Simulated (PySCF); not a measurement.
# H4O4Tl (Tl(OH)4-): the cost of one run

Program: PySCF 2.14.0. Level of theory: TPSS, Tl def2-SVP with ECP60, O def2-SVP, H def2-SVP; scalar-relativistic core potentials, no spin–orbit coupling. These are calculated values, not measurements.

5 further runs of the same task are left out: 2 for a known fault of the program, 1 that didn't finish, 2 set aside as unsound or not needed.

**1. The starting structure**

9 atoms, charge -1, spin multiplicity 1.

Bond lengths: Tl1–O2 1.962 Å, Tl1–O4 1.962 Å, Tl1–O6 1.962 Å, Tl1–O8 1.962 Å, O2–H3 0.966 Å, O4–H5 0.966 Å, O6–H7 0.966 Å, O8–H9 0.966 Å. Angles: O2–Tl1–O4 90.0°, O2–Tl1–O6 180.0°, O2–Tl1–O8 90.0°, O4–Tl1–O6 90.0°, O4–Tl1–O8 180.0°, O6–Tl1–O8 90.0°, Tl1–O2–H3 158.7°, Tl1–O4–H5 158.7°, Tl1–O6–H7 158.7°, Tl1–O8–H9 158.7°.

Coordinates:

```tsv
atom	x (Å)	y (Å)	z (Å)
Tl1	0.00000	0.00000	0.00000
O2	1.96240	0.00000	0.00000
H3	2.86240	0.00000	0.35000
O4	0.00000	1.96240	0.00000
H5	0.00000	2.86240	0.35000
O6	-1.96240	0.00000	0.00000
H7	-2.86240	0.00000	0.35000
O8	0.00000	-1.96240	0.00000
H9	0.00000	-2.86240	0.35000
```

Formal oxidation states: Tl +3.

**2. SCF at the start, singlet**

File run.py (the lines that set the calculation):

```python
mol = gto.M(atom='''
Tl     0.00000     0.00000     0.00000
O      1.96240     0.00000     0.00000
H      2.86240     0.00000     0.35000
O      0.00000     1.96240     0.00000
H      0.00000     2.86240     0.35000
O     -1.96240     0.00000     0.00000
H     -2.86240     0.00000     0.35000
O      0.00000    -1.96240     0.00000
H      0.00000    -2.86240     0.35000''',
    basis={'Tl': 'def2-SVP', 'O': 'def2-SVP', 'H': 'def2-SVP'},
    ecp={'Tl': 'def2-SVP'},
    charge=-1, spin=0)
mf = dft.RKS(mol, xc='TPSS')
mf.grids.atom_grid = (50, 194)
mf = mf.density_fit()  # fitting sets: Tl def2-universal-JKFIT, O def2-universal-JKFIT, H def2-universal-JKFIT
mf.conv_tol = 1e-08; mf.max_cycle = 55
mf.kernel(dm0)  # dm0: free metal ions and neutral atoms
```

Run with:

```console
$ OMP_NUM_THREADS=2 python run.py
```

**Question.** How long does this run take on 2 threads of Arm Neoverse V1, shared host, and how much memory does it need?

About 4.6 s, with a peak of 0.6 GiB.
